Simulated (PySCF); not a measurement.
# The bond of GaS, level by level

One table from this session's results is given with a row withheld; the runs are named, their logs left out.

Method: Ga 6-31G(d,p), S 6-31G(d,p), no relativity; program: PySCF 2.14.0.

The first run:

The job is set up so:

```
atoms                         : Ga, S
charge                        : 0
basis                         : Ga 6-31G(d,p), S 6-31G(d,p)
Hamiltonian                   : no relativity
basis functions               : 50
electrons treated             : 47
masses in u                   : 68.9256, 31.9721
levels                        : PBE0, PBE, r²SCAN, M06, B3LYP, LDA, CAM-B3LYP, HF, MP2, SCS-MP2, CCSD, CCSD(T)
grid                          : 80 radial by 434 angular points
occupations                   : held fixed by the projection of orbital angular momentum
dissociation limit            : Ga + S, each in its ground configuration
starting distance in angstrom : 2.190
values of 2S to try           : 1, 3
```

Started as:

```bash
OMP_NUM_THREADS=1 python dia.py task.json out
```

Among the steps run: Input; First curve: PBE0; Excited determinants; PBE (GGA); r²SCAN (meta-GGA); M06 (hybrid meta-GGA); B3LYP (global hybrid GGA); LDA; CAM-B3LYP; UHF (mean field); Adding correlation.

One table of the session follows, with a row left open; its other results are not shown here.

It belongs to the step «The curves together». Energy (eV) from each level's lowest point:

| R (Å) | UHF | UHF-MP2 | UHF-SCS-MP2 | UHF-CCSD | UHF-CCSD(T) |
| --- | --- | --- | --- | --- | --- |
| 1.793 | 1.218 | 1.123 | 1.162 | n/a | n/a |
| 1.877 | 0.528 | 0.439 | 0.466 | 0.541 | 0.555 |
| 1.960 | 0.166 | 0.092 | 0.106 | 0.165 | 0.170 |
| 2.022 | 0.041 | 0.000 | 0.000 | 0.036 | 0.036 |
| 2.085 | 0.000 | 0.017 | 0.000 | 0.000 | 0.000 |
| 2.147 | ? | ? | ? | ? | ? |
| 2.231 | 0.086 | 0.302 | 0.239 | 0.148 | 0.157 |
| 2.335 | 0.228 | 0.583 | 0.487 | 0.363 | 0.381 |
| 2.460 | 0.443 | 0.932 | 0.804 | 0.671 | 0.699 |
| 2.627 | 0.768 | 1.385 | 1.226 | n/a | n/a |

**Question.** Estimate the row for R (Å) = 2.147.

Worked estimate for «UHF». A straight line through the neighbours (2.085, 0.000) and (2.231, 0.086) gives 0.000 + (0.086 − 0.000) × (2.147 − 2.085) / (2.231 − 2.085) = 0.037; a parabola fitted to 4 rows on both sides gives 0.018.

**Answer.** UHF: 0.014; UHF-MP2: 0.110; UHF-SCS-MP2: 0.075; UHF-CCSD: 0.032; UHF-CCSD(T): 0.035. In «UHF» the line misses by +0.023 and the parabola by +0.004.
